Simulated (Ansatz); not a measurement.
# C3H8Cl3NSn: up Jacob's ladder to CCSD(T)

An exercise on one series of results from a longer session: the logs are not shown, and one member is left open.

The runs use Ansatz 0.2.0, Gaussian basis; functionals in def2-TZVPP, the program's frozen cores in correlated methods.

The runs, in order: LDA (SPW92), PBE-D4, revPBE-D4, BLYP-D4, r2SCAN-D4, B97M-V, PBE0-D4, B3LYP-D4, r2SCANh-D4, r2SCAN0-D4, HSE06-D4, BHLYP-D4, CAM-B3LYP-D4, LC-ωPBE, ωB97X-V, ωB97M-V, B2PLYP, PBE-QIDH; CCSD(T)/def2-SVP; CCSD(T)/def2-TZVPP; MP2/def2-QZVPP; extrapolation to the limit; RPA on PBE.

## The relaxed structure

All runs share one geometry, relaxed beforehand with PBE0-D4 in a triple-zeta def2 set. Sn takes the def2 core potential; no spin-orbit term is included.

SMILES `CC(C)[NH][Sn]([Cl])([Cl])[Cl]`, 16 atoms, charge 0, spin multiplicity 1.

Atoms are counted from 1 here; the program's logs count them from 0.

Bond lengths: C1–C2 1.516 Å, C1–H9 1.091 Å, C1–H10 1.093 Å, C1–H11 1.096 Å, C2–C3 1.519 Å, C2–N4 1.466 Å, C2–H12 1.100 Å, C3–H13 1.092 Å, C3–H14 1.092 Å, C3–H15 1.093 Å, N4–Sn5 1.995 Å, N4–H16 1.014 Å, Sn5–Cl6 2.314 Å, Sn5–Cl7 2.298 Å, Sn5–Cl8 2.304 Å. Angles: C2–C1–H9 110.4°, C2–C1–H10 110.5°, C2–C1–H11 112.0°, H9–C1–H10 108.8°, H9–C1–H11 106.7°, H10–C1–H11 108.3°, C1–C2–C3 111.4°, C1–C2–N4 109.7°, C1–C2–H12 108.1°, C3–C2–N4 108.1°, C3–C2–H12 108.2°, N4–C2–H12 111.3°, C2–C3–H13 110.3°, C2–C3–H14 110.5°, C2–C3–H15 111.2°, H13–C3–H14 108.8°, H13–C3–H15 108.3°, H14–C3–H15 107.8° and more.

The first run:

in.yaml reads:

```yaml
crystal:
  periodic: [false, false, false]
  atoms:
    - {symbol: C, position_ang: [1.263042, 0.142206, -0.766964]}
    - {symbol: C, position_ang: [0.517643, -0.189710, 0.510645]}
    - {symbol: C, position_ang: [0.977101, -1.515282, 1.093060]}
    - {symbol: N, position_ang: [-0.918775, -0.287023, 0.233419]}
    - {symbol: Sn, position_ang: [-1.878095, 1.214662, -0.662859]}
    - {symbol: Cl, position_ang: [-1.063961, 3.312192, -0.120504]}
    - {symbol: Cl, position_ang: [-1.784826, 1.066167, -2.954461]}
    - {symbol: Cl, position_ang: [-4.088718, 1.080173, -0.028770]}
    - {symbol: H, position_ang: [2.338401, 0.173257, -0.583415]}
    - {symbol: H, position_ang: [1.058916, -0.606899, -1.535582]}
    - {symbol: H, position_ang: [0.982441, 1.124869, -1.161821]}
    - {symbol: H, position_ang: [0.729318, 0.600543, 1.246007]}
    - {symbol: H, position_ang: [0.805828, -2.323228, 0.377941]}
    - {symbol: H, position_ang: [2.042028, -1.478030, 1.333179]}
    - {symbol: H, position_ang: [0.435860, -1.751421, 2.013109]}
    - {symbol: H, position_ang: [-1.439003, -0.584977, 1.051318]}
basis:
  gaussian: {orbitals: def2-TZVPP}
hamiltonian: {xc: lda}
output: {orbitals: {seedname: orbitals}}
```

Command:

```sh
$ ansatz run in.yaml --threads 4 --pin off --events-out ev --progress --plain --max-ram 41984MiB --backend cuda --devices 0, --max-vram 37GiB
```

Among the steps run: LDA; PBE-D4 (GGA); revPBE-D4 (GGA); BLYP-D4 (GGA); r2SCAN-D4 (meta-GGA); B97M-V (meta-GGA); PBE0-D4 (hybrid); B3LYP-D4 (hybrid); r2SCANh-D4 (hybrid); r2SCAN0-D4 (hybrid); HSE06-D4 (hybrid); BHLYP-D4 (hybrid); CAM-B3LYP-D4 (range-separated); LC-ωPBE (range-separated); ωB97X-V (range-separated); ωB97M-V (range-separated); B2PLYP (double hybrid); PBE-QIDH (double hybrid).

One table of the session follows, with a row left open; its other results are not shown here.

It belongs to the step «Orbital energies across the functionals». 

```
  functional  HOMO (eV)  LUMO (eV)  gap (eV)
 LDA (SPW92)      -6.46      -3.46      3.00
      PBE-D4      -6.30      -3.14      3.16
   revPBE-D4      -6.23      -3.03      3.20
     BLYP-D4      -6.18      -3.07      3.11
   r2SCAN-D4          ?          ?         ?
      B97M-V      -6.71      -2.87      3.84
     PBE0-D4      -7.67      -2.24      5.43
    B3LYP-D4      -7.44      -2.53      4.91
  r2SCANh-D4      -7.10      -2.63      4.47
  r2SCAN0-D4      -7.87      -2.13      5.75
    HSE06-D4      -7.26      -2.61      4.66
    BHLYP-D4      -8.97      -1.23      7.74
CAM-B3LYP-D4      -9.06      -1.23      7.84
     LC-ωPBE     -10.42       0.02     10.44
     ωB97X-V     -10.08      -0.10      9.98
     ωB97M-V      -9.98      -0.20      9.78
```

**Question.** Estimate the row for r2SCAN-D4.

Worked estimate for «HOMO (eV)». Against the share of exact exchange, r2SCANh-D4 (0.1, -7.10), r2SCAN0-D4 (0.25, -7.87) give a slope of -5.13 per unit share; at 0 the line stands at -6.59.

As computed: HOMO (eV): -6.60; LUMO (eV): -2.96; gap (eV): 3.63. In «HOMO (eV)» the line misses by +0.01.
